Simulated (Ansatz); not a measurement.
Y3Mg, space group P-6m2, the orbital character of the bands

Computed with Ansatz 0.2.0, Python API.

`fatbands_y3mg.py`
```python
'''Orbital character of the bands of Y3Mg.'''

from pathlib import Path
import warnings

import ansatz
import pandas as pd

warnings.simplefilter('ignore', ansatz.DeckWarning)

crystal = (
    ansatz.Lattice.of([3.536431, 0.0, 0.0], [-1.768215, 3.062639, 0.0], [0.0, 0.0, 11.471279])
    .atom('Y', [0.0, 0.0, 0.5])
    .atom('Y', [1 / 3, 2 / 3, 0.248949])
    .atom('Y', [1 / 3, 2 / 3, 0.751051])
    .atom('Mg', [0.0, 0.0, 0.0])
)

points = {'G': (0.0, 0.0, 0.0), 'M': (0.5, 0.0, 0.0), 'K': (0.33333, 0.33333, 0.0), 'A': (0.0, 0.0, 0.5)}
calc = crystal.calculation()
calc = calc.functional(ansatz.Functional.LDA).basis(260, xc_grid=2)
calc = calc.kpoints(length=17)
calc = calc.occupations(ansatz.OccupationsMethod.GAUSSIAN, width=0.15)
calc = calc.scf(tolerance=1e-09).band_structure(list(points.values()), intervals=1)
calc = calc.fat_bands()
planned = calc.session().plan(threads=1)
facts = planned.describe()
print('plan:', facts['n_bands'], 'bands,', len(facts['kpoints_frac']), 'k-points, plane waves', facts['n_pw_range'], 'grid', facts['fft_dense'])
res = planned.execute()
rep = res.report
file = Path(res.write_results('results')) / 'fatbands.tsv'
names = file.read_text().splitlines()[0].lstrip('# ').split('\t')
table = pd.read_csv(file, sep='\t', comment='#', names=names)
near = table[table.e_minus_ef.abs() < 2]
for ik, label in enumerate(points):
    print(label)
    for _, row in near[near.ik == ik].iterrows():
        main = row[names[4:]].astype(float).nlargest(2)
        print(f'   band {int(row.band):3d} {row.e_minus_ef:7.3f} eV  ' + ', '.join(f'{k} {v:.2f}' for k, v in main.items()))
```

`python fatbands_y3mg.py` gives:
```text
plan: 26 bands, 7 k-points, plane waves [1146, 1196] grid [20, 20, 64]
G
   band  19  -1.925 eV  y0_l2_4D 0.27, y1_l2_4D 0.25
   band  20   0.042 eV  y1_l2_4D 0.14, y2_l2_4D 0.14
   band  21   0.750 eV  y1_l2_4D 0.30, y2_l2_4D 0.30
   band  22   1.318 eV  y0_l2_4D 0.65, y1_l2_4D 0.14
   band  23   1.723 eV  y0_l2_4D 0.49, y1_l2_4D 0.25
   band  24   1.723 eV  y0_l2_4D 0.49, y1_l2_4D 0.25
   band  25   1.764 eV  y1_l2_4D 0.45, y2_l2_4D 0.45
M
   band  16  -1.915 eV  y1_l2_4D 0.26, y2_l2_4D 0.26
   band  17  -1.813 eV  y1_l2_4D 0.29, y2_l2_4D 0.29
   band  18  -1.644 eV  y0_l2_4D 0.32, y1_l2_4D 0.28
   band  19  -1.180 eV  y0_l2_4D 0.43, mg3_l0_3S 0.16
   band  20  -0.580 eV  y1_l2_4D 0.42, y2_l2_4D 0.42
   band  21  -0.474 eV  y1_l2_4D 0.22, y2_l2_4D 0.22
   band  22   0.127 eV  y0_l2_4D 0.31, y1_l2_4D 0.24
   band  23   0.238 eV  mg3_l0_3S 0.26, y0_l2_4D 0.18
   band  24   1.325 eV  y1_l2_4D 0.18, y2_l2_4D 0.18
   band  25   1.582 eV  y0_l2_4D 0.35, y1_l2_4D 0.15
K
   band  16  -0.773 eV  mg3_l0_3S 0.38, y1_l2_4D 0.29
   band  17  -0.630 eV  y0_l2_4D 0.51, y1_l2_4D 0.24
   band  18  -0.552 eV  y0_l2_4D 0.27, y1_l2_4D 0.21
   band  19  -0.539 eV  y1_l2_4D 0.29, y2_l2_4D 0.29
   band  20  -0.467 eV  y1_l2_4D 0.36, y2_l2_4D 0.36
   band  21  -0.381 eV  y0_l2_4D 0.29, y1_l2_4D 0.27
   band  22   0.005 eV  y0_l2_4D 0.65, y1_l2_4D 0.13
   band  23   0.099 eV  y1_l2_4D 0.43, y2_l2_4D 0.43
   band  24   0.522 eV  y1_l2_4D 0.46, y2_l2_4D 0.46
   band  25   0.612 eV  y0_l2_4D 0.47, y1_l0_5S 0.03
A
   band  20  -0.109 eV  y0_l2_4D 0.19, y1_l2_4D 0.18
   band  21   0.737 eV  y1_l2_4D 0.29, y2_l2_4D 0.29
   band  22   1.391 eV  y0_l2_4D 0.56, y1_l2_4D 0.21
   band  23   1.727 eV  y0_l2_4D 0.50, y1_l2_4D 0.25
   band  24   1.727 eV  y0_l2_4D 0.50, y1_l2_4D 0.25
   band  25   1.753 eV  y1_l2_4D 0.45, y2_l2_4D 0.45
```

Reading the output:
- These settings explore the input space; cutoff and mesh may be short of convergence.
- The cutoff lies under the one recommended for these potentials.
- The computed bands are complete only to about 0.6 eV above the Fermi level.
- For a metal this k-point mesh is coarse: on a finer one energies can move by several to tens of meV an atom and pressures by half a GPa or more, differences at one mesh by less.
- The structure comes from a database of computed cells and needn't be a stable or known phase.
- Gaps and levels are Kohn-Sham values on a finite set of k-points, without spin-orbit coupling.
- Energies are less the Fermi level and bands count from 0. Only the largest channels are printed, equivalent atoms hold more, and in degenerate sets the split between sites is arbitrary; shells that the potentials lack have no channel.
- The script silences the warnings on its input, which a real study should read.
- The whole script took 2.5 s on 1 thread of Arm Neoverse V1, on a shared host, peak memory 0.38 GiB.

(Lines on the test bed's own set-up are left out of the output.)
